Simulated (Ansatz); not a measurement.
This script drives Ansatz 0.2.0, Python API.

Script `scan_h4osn.py`:
```python
"""Potential curve of H4OSn along one bond."""

import ansatz
from ase import Atoms
import numpy as np


def main() -> None:
    atoms = Atoms(["O", "Sn", "H", "H", "H", "H"], positions=[
        (0.9964, -0.8271, 0.9971),
        (-0.2624, 0.3346, -0.1179),
        (1.0726, -1.5894, 0.4223),
        (-1.6669, -0.5287, -0.4347),
        (0.5282, 0.7118, -1.6524),
        (-0.6258, 1.8348, 0.7393),
    ])
    geometry = ansatz.Crystal.molecule_from_ase(atoms)

    symbols = [site.symbol for site in geometry.cartesian_sites]
    start = np.array([site.position_ang for site in geometry.cartesian_sites])
    axis = (start[3] - start[1]) / np.linalg.norm(start[3] - start[1])
    moving = [3]
    lengths, energies = [1.477, 1.544, 1.612, 1.679, 1.746, 1.813, 1.88, 1.981], []
    for length in lengths:
        xyz = start.copy()
        xyz[moving] += (length - np.linalg.norm(start[3] - start[1])) * axis
        point = ansatz.Crystal.molecule()
        for symbol, place in zip(symbols, xyz):
            point = point.atom(symbol, place.tolist())
        calculation = (
            point.calculation()
            .basis(gaussian="def2-TZVP")
            .correlation("ccsd_t")
        )
        data = calculation.run(threads=1).report
        energies.append(data["free_energy_ev"])
        print(f"r = {length:6.3f} A  E = {energies[-1]:.5f} eV  <S^2> = {abs(data['mean_field']['state']['spin_squared']):.3f}")

    # quartic fit about the minimum
    fit = np.polynomial.Polynomial.fit(lengths, np.array(energies) - min(energies), 4).convert()
    roots = [r.real for r in fit.deriv().roots() if abs(r.imag) < 1e-9 and fit.deriv(2)(r.real) > 0]
    r_e = min(roots, key=lambda r: abs(r - lengths[int(np.argmin(energies))]))
    print(f"minimum of the fit at {r_e:.4f} A, force constant {fit.deriv(2)(r_e):.2f} eV/A^2")


if __name__ == "__main__":
    main()
```

It is started by `python scan_h4osn.py`. How long does it take on 1 thread of Arm Neoverse V2, with other jobs on the host, and how much memory does it need?

It took about 110 s, with a peak of 0.54 GiB, for 8 runs of the engine.

Output of `python scan_h4osn.py`:
```text
r =  1.477 A  E = -7922.30537 eV  <S^2> = 0.000
r =  1.544 A  E = -7922.58567 eV  <S^2> = 0.000
r =  1.612 A  E = -7922.74432 eV  <S^2> = 0.000
r =  1.679 A  E = -7922.80566 eV  <S^2> = 0.000
r =  1.746 A  E = -7922.79537 eV  <S^2> = 0.000
r =  1.813 A  E = -7922.73119 eV  <S^2> = 0.000
r =  1.880 A  E = -7922.62711 eV  <S^2> = 0.000
r =  1.981 A  E = -7922.41864 eV  <S^2> = 0.000
minimum of the fit at 1.7004 A, force constant 14.56 eV/A^2
```

Notes:
- Total energies depend on the basis set; only differences at equal settings carry meaning.
- The rest of the molecule is held rigid at a force-field or estimated start geometry, and the basis set is modest; single-reference methods fail as a bond breaks.
- def2 sets replace the cores of elements past krypton by effective core potentials.
- The orbitals are restricted, so S² is zero by construction.
- S² is that of the Hartree-Fock reference.
